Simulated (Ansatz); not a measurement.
# CH₇BFGeN: a ladder of functionals and wavefunction methods

An exercise on one series of results from a longer session: the logs are not shown, and one member is left open.

Computed with Ansatz 0.2.0, Gaussian basis. Level: functionals in def2-TZVPP, the program's frozen cores in correlated methods.

Levels to be run: PBE-D4, r2SCAN-D4, PBE0-D4, B3LYP-D4, ωB97X-V, ωB97M-V, B2PLYP; CCSD(T)/def2-TZVPP; MP2/def2-QZVPP; extrapolation to the limit.

## The geometry

The geometry comes from an earlier relaxation with PBE0-D4 in a triple-zeta def2 set; it is a stationary point, not always the lowest conformer.

SMILES `N[B]([GeH3])CF`, 12 atoms, charge 0, spin multiplicity 1.

Atoms are counted from 1 here; the program's logs count them from 0.

Bond lengths: N1–B2 1.389 Å, N1–H6 1.009 Å, N1–H7 1.006 Å, B2–Ge3 2.069 Å, B2–C4 1.579 Å, Ge3–H8 1.547 Å, Ge3–H9 1.539 Å, Ge3–H10 1.539 Å, C4–F5 1.392 Å, C4–H11 1.098 Å, C4–H12 1.098 Å. Angles: B2–N1–H6 123.9°, B2–N1–H7 123.0°, H6–N1–H7 113.1°, N1–B2–Ge3 119.7°, N1–B2–C4 119.4°, Ge3–B2–C4 120.9°, B2–Ge3–H8 110.3°, B2–Ge3–H9 112.3°, B2–Ge3–H10 112.3°, H8–Ge3–H9 107.1°, H8–Ge3–H10 107.1°, H9–Ge3–H10 107.4°, B2–C4–F5 112.5°, B2–C4–H11 111.2°, B2–C4–H12 111.2°, F5–C4–H11 107.4°, F5–C4–H12 107.4°, H11–C4–H12 106.9°.

Set-up of the first run:

The input, in.yaml:

```yaml
crystal:
  periodic: [false, false, false]
  atoms:
    - {symbol: N, position_ang: [0.517139, 0.663831, 1.477921]}
    - {symbol: B, position_ang: [0.237972, 0.069942, 0.254248]}
    - {symbol: Ge, position_ang: [-1.677619, 0.167864, -0.520723]}
    - {symbol: C, position_ang: [1.391129, -0.672963, -0.528161]}
    - {symbol: F, position_ang: [0.954177, -1.211368, -1.735379]}
    - {symbol: H, position_ang: [1.426726, 0.654594, 1.913428]}
    - {symbol: H, position_ang: [-0.176019, 1.149745, 2.021149]}
    - {symbol: H, position_ang: [-2.607717, 0.944846, 0.440812]}
    - {symbol: H, position_ang: [-1.721012, 0.892327, -1.877707]}
    - {symbol: H, position_ang: [-2.296837, -1.226307, -0.723026]}
    - {symbol: H, position_ang: [2.221307, 0.009206, -0.754970]}
    - {symbol: H, position_ang: [1.807753, -1.497020, 0.066308]}
basis:
  gaussian: {orbitals: def2-TZVPP}
hamiltonian: {xc: pbe, dispersion: d4}
output: {forces: true, orbitals: {seedname: orbitals}}
```

Started as:

```console
ansatz run in.yaml --threads 4 --pin off --events-out ev --progress --plain --max-ram 10444MiB
```

Among the steps run: PBE-D4 (GGA); r2SCAN-D4 (meta-GGA); PBE0-D4 (hybrid); B3LYP-D4 (hybrid); ωB97X-V (range-separated); ωB97M-V (range-separated); B2PLYP (double hybrid); CCSD(T) in def2-TZVPP; MP2 in def2-QZVPP.

One table of the session follows, with a row left open; its other results are not shown here.

It belongs to the step «Atomisation energies». 

| method | atomisation energy (eV) |
| --- | --- |
| PBE-D4 | ? |
| r2SCAN-D4 | 43.126 |
| PBE0-D4 | 43.040 |
| B3LYP-D4 | 43.095 |
| ωB97X-V | 43.239 |
| ωB97M-V | 43.096 |
| B2PLYP | 42.582 |
| HF/def2-TZVPP | 31.179 |
| MP2/def2-TZVPP | 42.395 |
| CCSD/def2-TZVPP | 41.388 |
| CCSD(T)/def2-TZVPP | 41.974 |
| MP2/CBS | 43.405 |
| CCSD(T)/CBS | 42.985 |

Estimate the missing values for PBE-D4.

The run gave: atomisation energy (eV): 43.783. In the column «atomisation energy (eV)» it is the highest.

Caveats from the session: Free atoms (1 N, 1 B, 1 Ge, 1 C, 1 F, 7 H) were run apart at each level; the atomisation energy is their sum less the molecule, without zero-point or spin-orbit terms.
